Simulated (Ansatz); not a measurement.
What does this script print? It uses Ansatz's Python interface.

The script reads `ti4cuag_ti4cuag.cif`:
```cif
data_Ti4CuAg
_cell_length_a 2.933795
_cell_length_b 2.933795
_cell_length_c 11.254510
_cell_angle_alpha 90.00000
_cell_angle_beta 90.00000
_cell_angle_gamma 90.00000
_symmetry_space_group_name_H-M 'P 1'
_symmetry_Int_Tables_number 1
loop_
_symmetry_equiv_pos_as_xyz
'x, y, z'
loop_
_atom_site_label
_atom_site_type_symbol
_atom_site_fract_x
_atom_site_fract_y
_atom_site_fract_z
Ti1 Ti    0.500000    0.500000    0.180972
Ti2 Ti    0.000000    0.000000    0.652454
Ti3 Ti    0.000000    0.000000    0.347546
Ti4 Ti    0.500000    0.500000    0.819028
Cu5 Cu    0.500000    0.500000    0.500000
Ag6 Ag    0.000000    0.000000    0.000000
```

Input file `ti4cuag_ti.xyz`:
```text
2
Lattice="2.95 0.0 0.0 -1.475 2.55477494 0.0 0.0 0.0 4.68" Properties=species:S:1:pos:R:3 pbc="T T T"
Ti   -0.00000000    1.70318329    1.17000000
Ti    1.47500000    0.85159165    3.51000000
```

Contents of `ti4cuag_cu.cif`:
```cif
data_Cu
_cell_length_a 2.556191
_cell_length_b 2.556191
_cell_length_c 2.556191
_cell_angle_alpha 60.00000
_cell_angle_beta 60.00000
_cell_angle_gamma 60.00000
_symmetry_space_group_name_H-M 'P 1'
_symmetry_Int_Tables_number 1
loop_
_symmetry_equiv_pos_as_xyz
'x, y, z'
loop_
_atom_site_label
_atom_site_type_symbol
_atom_site_fract_x
_atom_site_fract_y
_atom_site_fract_z
Cu1 Cu    0.000000    0.000000    0.000000
```

The script reads `ti4cuag_ag.extxyz`:
```text
1
Lattice="0.0 2.04275 2.04275 2.04275 0.0 2.04275 2.04275 2.04275 0.0" Properties=species:S:1:pos:R:3 pbc="T T T"
Ag    0.00000000    0.00000000    0.00000000
```

`ti4cuag_formation.py`
```python
"""Heat of formation of Ti4CuAg at zero temperature, after relaxing cells and atoms."""

from collections import Counter
import warnings

import ansatz as az
from ase.io import read
import numpy as np

SCF_TOL = 1e-08
XC = "pbesol"
CUTOFF = 520
K_SPACING = 0.27
FILLING = "gaussian"
SIGMA = 0.05


def solve(name, crystal):
    calc = (
        crystal.calculation()
        .scf(tolerance=SCF_TOL)
        .functional(XC)
        .basis(CUTOFF)
        .kpoints(spacing=K_SPACING)
        .occupations(FILLING, width=SIGMA)
        .stress()
    )
    calc = calc.relax(force_tolerance=0.01, max_steps=60, cell=True)
    return calc.run()


def counts(outcome):
    return Counter(site.symbol for site in outcome.lattice.sites)

def formation_energy(outcome, mu):
    n = counts(outcome)
    return (outcome.report["energy_sigma0_ev"] - sum(k * mu[element] for element, k in n.items())) / sum(n.values())


def volume_per_atom(outcome):
    return abs(np.linalg.det(outcome.lattice.cell_ang)) / len(outcome.lattice.sites)


def main() -> None:
    warnings.simplefilter("ignore", az.DeckWarning)

    phases = {}
    atoms = read("ti4cuag_ti4cuag.cif")
    ti4cuag = az.Crystal.from_ase(atoms)
    phases["Ti4CuAg"] = ti4cuag
    ti = az.Crystal.from_extxyz("ti4cuag_ti.xyz")
    phases["Ti"] = ti
    atoms = read("ti4cuag_cu.cif")
    cu = az.Crystal.from_ase(atoms)
    phases["Cu"] = cu
    ag = az.Crystal.from_extxyz("ti4cuag_ag.extxyz")
    phases["Ag"] = ag

    done = {}
    for name, crystal in phases.items():
        done[name] = solve(name, crystal)
        print(f"{name}: {done[name].report['energy_sigma0_ev']:.4f} eV, {len(done[name].lattice.sites)} atoms")

    # energy of one atom in its reference phase
    references = {"Ti": "Ti", "Cu": "Cu", "Ag": "Ag"}
    mu = {element: done[name].report["energy_sigma0_ev"] / len(done[name].lattice.sites) for element, name in references.items()}

    target = done["Ti4CuAg"]
    heat = formation_energy(target, mu)
    n = counts(target)
    print("cell content:", dict(n), " volume", round(volume_per_atom(target), 3), "A^3/atom")
    print("formation energy", round(heat, 4), "eV/atom,", round(heat * sum(n.values()), 4), "eV per cell")
    print("bound against the elements" if heat < 0 else "unbound against the elements")


if __name__ == "__main__":
    main()
```

`python ti4cuag_formation.py` gives:
```text
Ti4CuAg: -24007.2413 eV, 6 atoms
Ti: -4947.7954 eV, 2 atoms
Cu: -6588.7725 eV, 1 atoms
Ag: -7522.2330 eV, 1 atoms
cell content: {<Element.TI: 'Ti'>: 4, <Element.CU: 'Cu'>: 1, <Element.AG: 'Ag'>: 1}  volume 15.716 A^3/atom
formation energy -0.1075 eV/atom, -0.6449 eV per cell
bound against the elements
```

Notes:
- Total energies depend on the potentials; only differences at equal settings carry meaning.
- No spin polarisation was allowed.
- The program warned that this SCF threshold is loose for forces or stresses.
- The cells come from databases of deposited and of computed structures, and not all need be stable phases.
- The compound is the structure given, not necessarily its lowest; energies are at zero temperature, with no correction for gases. A semilocal functional's error on such energies is often 0.05 to 0.1 eV an atom, and 0.1 to 0.3 eV against gases such as O2 or F2.
- The script silences the warnings on its input, which a real study should read.
- It ran for 2.2 min on 1 thread of Arm Neoverse N1, with other jobs on the host, peak memory 0.63 GiB.

(Lines on the test bed's own set-up are left out of the output.)
